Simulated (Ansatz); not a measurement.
GaGe, space group F-43m, an equation of state with a fit

Computed with Ansatz 0.2.0 through its Python package.

Notebook, run cell by cell (the value of a cell's last expression is shown):

In [1]:
```python
import ansatz as az
import numpy as np
from scipy.optimize import curve_fit

VECTORS = np.array([
    [0.0, 2.89784, 2.89784],
    [2.89784, 0.0, 2.89784],
    [2.89784, 2.89784, 0.0],
])
SITES = [
    ('Ga', (0.75, 0.75, 0.75)),
    ('Ge', (0.0, 0.0, 0.0)),
]
```

In [2]:
```python
def crystal_on(cell):
    crystal = az.Crystal(lattice=az.Lattice.of(cell))
    for symbol, position in SITES:
        crystal = crystal.atom(symbol, position)
    return crystal
```

In [3]:
```python
def vinet(v, e0, v0, b0, b1):
    eta = (v / v0) ** (1 / 3)
    return e0 + 2 * b0 * v0 / (b1 - 1) ** 2 * (2 - (5 + 3 * b1 * (eta - 1) - 3 * eta) * np.exp(-1.5 * (b1 - 1) * (eta - 1)))
```

In [4]:
```python
# uniform scaling of the cell
volumes, energies = [], []
for scale in np.linspace(0.94, 1.06, 7):
    cell = VECTORS * scale ** (1 / 3)
    model = (
        crystal_on(cell).calculation()
        .functional('PBE')
        .pseudopotentials('paw')
        .occupations('Fermi-Dirac')
        .basis(500)
        .kpoints(7, 7, 7)
    )
    report = model.run().report
    volumes.append(abs(np.linalg.det(cell)) / len(SITES))
    energies.append(report['free_energy_ev'] / len(SITES))
    print(f'V = {volumes[-1]:8.4f} A^3/atom  F = {energies[-1]:.5f} eV/atom')

guess = (min(energies), volumes[int(np.argmin(energies))], 0.5, 4.5)
(e0, v0, b0, b1), _ = curve_fit(vinet, np.array(volumes), np.array(energies), p0=guess, maxfev=20000)
print(f'Vinet fit: V0 = {v0:.4f} A^3/atom, B0 = {160.21766 * b0:.1f} GPa, B1 = {b1:.2f}')
print('largest residual', round(1000 * float(np.abs(vinet(np.array(volumes), e0, v0, b0, b1) - energies).max()), 3), 'meV/atom')
```
```text
V =  22.8745 A^3/atom  F = -4038.82796 eV/atom
V =  23.3612 A^3/atom  F = -4038.83767 eV/atom
V =  23.8479 A^3/atom  F = -4038.84359 eV/atom
V =  24.3345 A^3/atom  F = -4038.84611 eV/atom
V =  24.8212 A^3/atom  F = -4038.84562 eV/atom
V =  25.3079 A^3/atom  F = -4038.84242 eV/atom
V =  25.7946 A^3/atom  F = -4038.83682 eV/atom
Vinet fit: V0 = 24.4913 A^3/atom, B0 = 48.2 GPa, B1 = 4.76
largest residual 0.003 meV/atom
```

A third-order Birch-Murnaghan fit through the 7 points (the script's own form differs a little) has its minimum at 24.49 Å³ an atom, 0.6 % above the typed cell, with a bulk modulus of 48 GPa and dB/dP = 4.7. From that minimum the energy rises by 18.3 meV an atom on the compressed side and 9.4 meV on the expanded side.

What to keep in mind:
- Absolute energies stand on the zero of these potentials, so only differences at equal settings mean something.
- The mesh is modest for a metal, so energies can be off by several to tens of meV an atom and pressures by half a GPa or more; differences at equal mesh fare better.
- The structure comes from a database of computed cells and needn't be a stable or known phase.
- Finished in 14 s on 1 thread of Arm Neoverse V2, on a shared host, peak memory 0.43 GiB.

(Lines on the test bed's own set-up are left out of the output.)
